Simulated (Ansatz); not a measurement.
# LaP: the cost of one run

Method: DFT LDA, scalar-relativistic, in Ansatz 0.2.0.

### 1 The system as given

Symmetry: Fm-3m, No. 225, cubic system. Conventional cell: a = 6.025 Å, b = 6.025 Å, c = 6.025 Å, α = 90.00°, β = 90.00°, γ = 90.00°. La (site symmetry m-3m) is surrounded by 6 P at 3.01 Å. P (site symmetry m-3m) has 6 La at 3.01 Å as nearest neighbours.

Structure file:

```xyz
2
Lattice="0.0000 3.0125 3.0125 3.0125 0.0000 3.0125 3.0125 3.0125 0.0000" Properties=species:S:1:pos:R:3 pbc="T T T"
La    0.0000    0.0000    0.0000
P     3.0125    3.0125    3.0125
```

Atoms are numbered in the order of the input: La1, P2.

### 2 The deformed structure

Space group Fm-3m before, I4/mmm after.

### 3 Full-potential LAPW

input.yaml reads:

```yaml
crystal:
  lattice:
    - [0.0, 3.0125, 3.07275]
    - [3.0125, 0.0, 3.07275]
    - [3.0125, 3.0125, 0.0]
  atoms:
    - { symbol: La, position: [0.0, 0.0, 0.0] }
    - { symbol: P, position: [0.5, 0.5, 0.5] }
kpoints:
  mp_grid: { grid: [10, 10, 10] }
  band_path:
    path:
      - [0.0, 0.0, 0.0]
      - [0.0, 0.5, 0.5]
      - [0.25, 0.75, 0.5]
      - [0.0, 0.5, 0.0]
      - [0.0, 0.0, 0.0]
      - [0.5, 0.5, 0.0]
      - [0.3701460977, 0.6298539023, 0.0]
      - [-0.3701460977, 0.3701460977, 0.0]
      - [0.0, 0.0, 0.0]
    npoints: 5
scf:
  occupations: { method: fermi_dirac, width: 0.03 }
hamiltonian:
  xc: lda
  pseudopotentials: { kind: all_electron, lapw: { basis_error: 0.001 } }
output:
  forces: true
  stress: true
  eigenvalues: true
```

Command:

```bash
$ ansatz run input.yaml --threads 1 --pin off --max-ram 3072MiB --backend cpu --events-out ev --progress --plain --runs-dir out
```

What time and memory should one allow on 1 thread of Arm Neoverse V2, shared host?

About 16 s, with a peak of 0.37 GiB.
